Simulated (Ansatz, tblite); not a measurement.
**Si(NCO)2Me2 (C₄H₆N₂O₂Si): rung by rung**

An exercise on one series of results from a longer session: the logs are not shown, and one member is left open.

Program: Ansatz 0.2.0, Gaussian basis. Level of theory: as each input shows. These are calculated values, not measurements.

The runs, in order: GFN1-xTB, GFN2-xTB, PBE-D4/def2-TZVP, r2SCAN-D4/def2-TZVP, revPBE-D4/def2-TZVP, LDA/def2-TZVP, B3LYP-D4/def2-TZVP, PBE-D4/def2-SVP, PBE0-D4/def2-SVP, HF/STO-3G, HF/6-31G, B3LYP-D4/6-31G, PBE0-D4/def2-TZVPD, PBE-D4/def2-TZVPD, revPBE-D4/def2-TZVPD, CCSD(T)/def2-SVP, MP2/def2-TZVP, RPA/def2-TZVP.

3 further runs of the same task are left out: 1 that didn't finish, 2 set aside as unsound or not needed.

**The structure**

The geometry is that of the singlet, from an earlier relaxation (PBE-D4/def2-SVP).

15 atoms, charge 0, spin multiplicity 1.

Bond lengths: Si1–N2 1.736 Å, Si1–N5 1.736 Å, Si1–C8 1.870 Å, Si1–C12 1.870 Å, N2–C3 1.209 Å, C3–O4 1.183 Å, N5–C6 1.209 Å, C6–O7 1.183 Å, C8–H9 1.109 Å, C8–H10 1.108 Å, C8–H11 1.109 Å, C12–H13 1.109 Å, C12–H14 1.108 Å, C12–H15 1.109 Å. Angles: N2–Si1–N5 107.4°, N2–Si1–C8 108.8°, N2–Si1–C12 108.8°, N5–Si1–C8 108.8°, N5–Si1–C12 108.8°, C8–Si1–C12 114.0°, Si1–N2–C3 174.0°, N2–C3–O4 179.1°, Si1–N5–C6 174.1°, N5–C6–O7 179.1°, Si1–C8–H9 110.6°, Si1–C8–H10 110.7°, Si1–C8–H11 110.6°, H9–C8–H10 108.2°, H9–C8–H11 108.3°, H10–C8–H11 108.2°, Si1–C12–H13 110.6°, Si1–C12–H14 110.7° and more.

PBE0-D4/def2-TZVP was run before; its log isn't repeated, and its numbers join the tables.

Set-up of the first run:

Tight binding, by tblite at 300 K electronic temperature and without a spin-polarisation term:

```python
tblite.interface.Calculator('GFN1-xTB', numbers, positions, charge=0, uhf=0).singlepoint()
```

Tight binding, by tblite at 300 K electronic temperature and without a spin-polarisation term:

```python
tblite.interface.Calculator('GFN2-xTB', numbers, positions, charge=0, uhf=0).singlepoint()
```

start.molden holds the orbitals of an earlier run on this state, given as this run's starting guess.

Contents of in.yaml:

```yaml
crystal:
  periodic: [false, false, false]
  atoms:
    - {symbol: Si, position_ang: [-0.085072, -0.001577, -0.059537]}
    - {symbol: N, position_ang: [-0.047733, 0.006544, 1.676404]}
    - {symbol: C, position_ang: [0.103334, 0.003265, 2.876077]}
    - {symbol: O, position_ang: [0.233264, 0.001169, 4.051593]}
    - {symbol: N, position_ang: [1.560217, 0.025669, -0.613918]}
    - {symbol: C, position_ang: [2.739261, 0.055765, -0.880365]}
    - {symbol: O, position_ang: [3.888469, 0.083777, -1.158351]}
    - {symbol: C, position_ang: [-0.946847, 1.548623, -0.650983]}
    - {symbol: H, position_ang: [-0.958805, 1.590299, -1.759027]}
    - {symbol: H, position_ang: [-0.427341, 2.452570, -0.275396]}
    - {symbol: H, position_ang: [-1.994864, 1.575067, -0.289557]}
    - {symbol: C, position_ang: [-0.889773, -1.586790, -0.638481]}
    - {symbol: H, position_ang: [-1.934601, -1.650638, -0.272578]}
    - {symbol: H, position_ang: [-0.335111, -2.468238, -0.259690]}
    - {symbol: H, position_ang: [-0.904398, -1.635512, -1.746221]}
basis:
  gaussian: {orbitals: def2-TZVP, initial_orbitals: start.molden}
hamiltonian: {xc: pbe, dispersion: d4}
scf: {omitted_lower_state_checks: [starts]}
output: {forces: true, orbitals: {seedname: orbitals}}
```

Launch:

```bash
> ansatz run in.yaml --threads 4 --pin off --events-out ev --progress --plain --max-ram 4787MiB
```

Among the steps run: PBE-D4/def2-TZVP; r2SCAN-D4/def2-TZVP; revPBE-D4/def2-TZVP; LDA/def2-TZVP; B3LYP-D4/def2-TZVP; PBE-D4/def2-SVP; PBE0-D4/def2-SVP; HF/STO-3G; HF/6-31G; B3LYP-D4/6-31G; PBE0-D4/def2-TZVPD; PBE-D4/def2-TZVPD; revPBE-D4/def2-TZVPD; CCSD(T)/def2-SVP; MP2/def2-TZVP; RPA/def2-TZVP.

One table of the session follows, with a row left open; its other results are not shown here.

| level | HOMO (eV) | LUMO (eV) | gap (eV) |
| --- | --- | --- | --- |
| HF/STO-3G | -8.15 | 8.91 | 17.06 |
| HF/6-31G | -11.44 | 4.24 | 15.68 |
| LDA/def2-TZVP | -7.26 | -1.06 | 6.19 |
| PBE-D4/def2-SVP | -6.87 | -0.50 | 6.38 |
| PBE-D4/def2-TZVP | -7.07 | -0.76 | 6.31 |
| PBE-D4/def2-TZVPD | ? | ? | ? |
| revPBE-D4/def2-TZVP | -7.00 | -0.65 | 6.35 |
| revPBE-D4/def2-TZVPD | -7.04 | -0.91 | 6.13 |
| r2SCAN-D4/def2-TZVP | -7.37 | -0.46 | 6.91 |
| B3LYP-D4/6-31G | -7.95 | 0.24 | 8.19 |
| B3LYP-D4/def2-TZVP | -8.20 | -0.02 | 8.17 |
| PBE0-D4/def2-SVP | -8.28 | 0.45 | 8.73 |
| PBE0-D4/def2-TZVP | -8.41 | 0.23 | 8.64 |
| PBE0-D4/def2-TZVPD | -8.44 | -0.32 | 8.12 |

**Question.** Estimate the row for PBE-D4/def2-TZVPD.

As computed: HOMO (eV): -7.10; LUMO (eV): -0.93; gap (eV): 6.18. In the column «HOMO (eV)» it lies between LDA/def2-TZVP (-7.26) and PBE-D4/def2-TZVP (-7.07).
